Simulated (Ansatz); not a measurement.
## BiTe under changes of volume

One of the cells (33.725 Å³/atom); the others are scaled copies at fixed shape and fractional positions:

```xyz
2
Lattice="2.4227 1.3988 3.3173 -2.4227 1.3988 3.3173 0.0000 -2.7975 3.3173" Properties=species:S:1:pos:R:3 pbc="T T T"
Bi    0.0000    0.0000    4.9759
Te    0.0000    0.0000    0.0000
```

The cell comes from a database or a generator and needn't be the stable form of this composition.

```yaml
Program: Ansatz 0.2.0
Functional: PBE
Potentials_or_basis: Ansatz PAW
Cutoff: "420 eV (not typed: the program's choice for these potentials)"
k_mesh: 7 × 7 × 7
Occupations: fermi-dirac, width 0.05 eV
Spin: no spin polarisation
```

```csv
volume (Å³/atom),energy over the lowest point (meV/atom),pressure (GPa)
31.701,?,?
32.376,10.19,2.3
33.050,2.80,1.2
33.725,0.00,0.2
34.399,1.29,-0.8
35.074,6.25,-1.6
35.748,14.50,-2.3
```

**Question.** What does the run at 31.701 Å³/atom give?

**Answer.** Energy over the lowest point 22.67 meV/atom; pressure 3.6 GPa.

Worked out: A Birch-Murnaghan fit of order 3 (a polynomial in V^(-2/3)) to the other rows has its minimum at 33.84 Å³/atom with B0 = V·E''(V) = 48 GPa and B' = 4.6 at fixed shape and positions, which overstates the stiffness. It gives 22.71 meV/atom at 31.701 Å³/atom, against the run's 22.67, and -dE/dV = 3.6 GPa, against 3.6.

Energies are extrapolated to zero smearing.
